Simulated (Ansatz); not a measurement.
# GeH₂− (doublet): PBE, r2SCAN, PBE0, B3LYP, wB97M-V, B2PLYP, RPA-PBE over vertical spin and charge gaps, aug-cc-pVDZ

Aim: run GeH₂− (doublet) with these functionals over vertical spin and charge gaps, and hold them against the top wave-function level at the same points.

The runs use Ansatz 0.2.0, Gaussian basis; aug-cc-pVDZ, all electrons in the functionals, frozen cores in the correlation of double hybrids and RPA.

To be run: PBE, r2SCAN, PBE0, B3LYP, wB97M-V, B2PLYP, RPA-PBE, at charge -1, doublet; charge -1, quartet; charge 0, triplet.

3 further runs of the same task are left out: 3 set aside as unsound or not needed.

## 1. What is computed

The geometry is a PBE0/def2-TZVPD stationary point (not a proven minimum). No spin-orbit coupling is included. The filled d shell of Ge may be among the frozen orbitals whatever the setting's name suggests; the logs give the count.

3 atoms, charge -1, spin multiplicity 2.

Atoms are counted from 1 here; the program's logs count them from 0.

Bond lengths: Ge1–H2 1.624 Å, Ge1–H3 1.624 Å. Angles: H2–Ge1–H3 91.0°.

No dispersion term is added; wB97M-V holds VV10 nonlocal correlation. B3LYP takes the VWN-RPA correlation.

The geometry shown and the zero of energy belong to the point charge -1, doublet. The yardstick, FCI, and other wave-function levels (R restricted, U unrestricted, valence and pair active spaces) come from earlier runs.

## 2. PBE, charge -1, doublet

in.yaml

```yaml
crystal:
  periodic: [false, false, false]
  atoms:
    - {symbol: Ge, position_ang: [0.000000, -0.030750, 0.000000]}
    - {symbol: H, position_ang: [0.000000, 1.108044, -1.158429]}
    - {symbol: H, position_ang: [0.000000, 1.108039, 1.158434]}
basis:
  gaussian: {orbitals: aug-cc-pVDZ}
total_charge: -1
magnetization: {spin_polarized: true, initial_magnetization: 1}
hamiltonian: {xc: {name: PBE}}
output: {orbitals: {seedname: orbitals}}
```

The run is started by

```
> ansatz run in.yaml --threads 1 --pin off --events-out ev --progress --plain --max-ram 2746MiB --backend cpu
```

The runs that follow: PBE, charge -1, quartet; PBE, charge 0, triplet; r2SCAN, charge -1, doublet; r2SCAN, charge -1, quartet; r2SCAN, charge 0, triplet; PBE0, charge -1, doublet; PBE0, charge -1, quartet; PBE0, charge 0, triplet; B3LYP, charge -1, doublet; B3LYP, charge -1, quartet; B3LYP, charge 0, triplet; wB97M-V, charge -1, doublet; wB97M-V, charge -1, quartet; wB97M-V, charge 0, triplet; B2PLYP, charge -1, doublet; B2PLYP, charge -1, quartet; B2PLYP, charge 0, triplet; RPA-PBE, charge -1, doublet; RPA-PBE, charge -1, quartet; RPA-PBE, charge 0, triplet.

Before running them: what should the planned runs give, taken together? Wanted: doublet to quartet, FCI; removing an electron; largest miss, PBE; largest miss, r2SCAN; largest miss, PBE0; largest miss, B3LYP; largest miss, wB97M-V; largest miss, B2PLYP; largest miss, RPA-PBE.

The runs gave:

| quantity | value |
| --- | --- |
| doublet to quartet, FCI | 298.9 kJ/mol |
| removing an electron (triplet), FCI | 229.5 kJ/mol |
| largest miss, PBE | +22.2 kJ/mol (removing an electron (triplet)) |
| largest miss, r2SCAN | +15.8 kJ/mol (removing an electron (triplet)) |
| largest miss, PBE0 | +17.0 kJ/mol (removing an electron (triplet)) |
| largest miss, B3LYP | +35.1 kJ/mol (removing an electron (triplet)) |
| largest miss, wB97M-V | +29.0 kJ/mol (doublet to quartet) |
| largest miss, B2PLYP | +16.7 kJ/mol (doublet to quartet) |
| largest miss, RPA-PBE | +21.7 kJ/mol (removing an electron (triplet)) |
| largest miss, RCCSD(T) | -0.6 kJ/mol (removing an electron (triplet)) |
| largest miss, UCCSD(T) | -1.5 kJ/mol (removing an electron (triplet)) |

Of the functionals, r2SCAN keep the smallest largest miss at the points compared (at most 15.8 kJ/mol) and B3LYP strays most (35.1 kJ/mol, at removing an electron (triplet)). Functionals and the yardstick converge differently with the basis, so part of each miss in aug-cc-pVDZ is the basis.
